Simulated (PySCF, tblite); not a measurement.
# C₆H₁₄Si₃: geometry, infrared bands and NMR shifts

Aim: predict the infrared bands and NMR shifts of C₆H₁₄Si₃ (`C#C[SiH2][Si@](C)(C=C)C[SiH3]`).

Computed with tblite 0.8.0 and PySCF 2.14.0, with density-fitted response routines of our own, on a single molecule in the gas phase. Atoms are numbered from 0 throughout.

## (1) The molecule as given

23 atoms, charge 0, multiplicity 1; geometry from: force field or distance geometry start.

Bonds of the start (Å): C0–C1 1.21, C1–Si2 1.86, Si2–Si3 2.36, Si3–C4 1.86, Si3–C5 1.88, C5–C6 1.33, Si3–C7 1.88, C7–Si8 1.84, C0–H9 1.07, Si2–H10 1.50, Si2–H11 1.48, C4–H12 1.09, C4–H13 1.10, C4–H14 1.10, C5–H15 1.09, C6–H16 1.08, C6–H17 1.09, C7–H18 1.10, C7–H19 1.10, Si8–H20 1.48, Si8–H21 1.49, Si8–H22 1.48.

## (2) Relaxing the molecule with GFN2-xTB

Job settings and geometry (Å):

```
{"job": {"kind": "relax", "xc": "GFN2-xTB", "basis": "xTB"}, "charge": 0, "multiplicity": 1}
C      0.325300     2.973400     2.543400
C      0.143300     2.667200     1.387700
Si    -0.102600     2.170300    -0.385200
Si    -0.380400    -0.167700    -0.481100
C     -0.497400    -0.655400    -2.267300
C     -2.002300    -0.590400     0.367200
C     -2.599100    -1.782000     0.324500
C      0.994700    -1.045200     0.452800
Si     2.625900    -0.744000    -0.347800
H      0.462100     3.257300     3.565900
H     -1.334700     2.812800    -0.948200
H      1.055500     2.545400    -1.221200
H     -0.560700    -1.739700    -2.374300
H     -1.386100    -0.222900    -2.738900
H      0.367900    -0.297100    -2.841600
H     -2.449300     0.225200     0.944500
H     -2.188900    -2.629100    -0.211400
H     -3.540500    -1.951700     0.850700
H      0.783100    -2.122700     0.471100
H      1.011900    -0.715300     1.498100
H      2.616300    -1.197400    -1.754700
H      2.960400     0.705000    -0.323300
H      3.690900    -1.469100     0.389500
```

Launch:

```console
$ OMP_NUM_THREADS=1 python probes_run.py task.json out
```

This one command runs all jobs of the session in turn.

**Question.** This job is followed by: GFN2-xTB harmonic vibrations, gas phase; GIAO PBE0/pcSseg-1 NMR shielding, non-relativistic, gas phase. What will the session give for the following? strongest single infrared mode (GFN2-xTB); zero-point energy (GFN2-xTB); 13C shifts against TMS (PBE0/pcSseg-1); 1H shifts against TMS (PBE0/pcSseg-1, means over atoms taken as alike); 29Si shifts against TMS (PBE0/pcSseg-1); surface potential, 1st and 99th percentile.

The runs gave:

| quantity | value |
| --- | --- |
| strongest single infrared mode (GFN2-xTB) | 2161 cm⁻¹, 490 km/mol |
| zero-point energy (GFN2-xTB) | 103.1 kcal/mol |
| 13C shifts against TMS (PBE0/pcSseg-1) | 146.7, 138.9, 105.7, 84.7, -5.4, -6.8 ppm |
| 1H shifts against TMS (PBE0/pcSseg-1, means over atoms taken as alike) | 6.69, 6.37, 5.94, 4.36, 4.18, 4.01, 1.93, 0.39, 0.25, -0.06 ppm |
| 29Si shifts against TMS (PBE0/pcSseg-1) | -23.3, -76.9, -100.3 ppm |
| surface potential, 1st and 99th percentile | -0.87 V and 1.34 V |

What this shows: The optimisation took 150 steps and gained 0.272 eV; among the close pairs (by a distance rule), C7–Si8 changed most, from 1.842 to 1.898 Å. The lowest mode is slightly imaginary (5i cm⁻¹), a soft motion within the noise of the Hessian, so the minimum is not strictly shown. The strongest single mode, at 2161 cm⁻¹, moves mainly H10 and H11. GFN2-xTB is a fitted tight-binding method: band positions and strengths are rough. Its intensities can rank the bands wrongly. The most deshielded carbon is C5 (alkene CH), at 146.7 ppm: an sp2 carbon of a C=C bond. H15 (hydrogen on an alkene CH) lies farthest downfield among hydrogen, at 6.69 ppm; olefinic region. At PBE0/pcSseg-1: The largest span, 283 ppm, is at C1, where the paramagnetic term is -159 ppm. At PBE0/pcSseg-1, counted by nearest atom on the grid, the HOMO lies on C0, C5, C6 about 13 % each; Si2, Si3 about 13 % each, the LUMO on C5, C6 about 21 % each; Si2, Si3 about 8 % each.
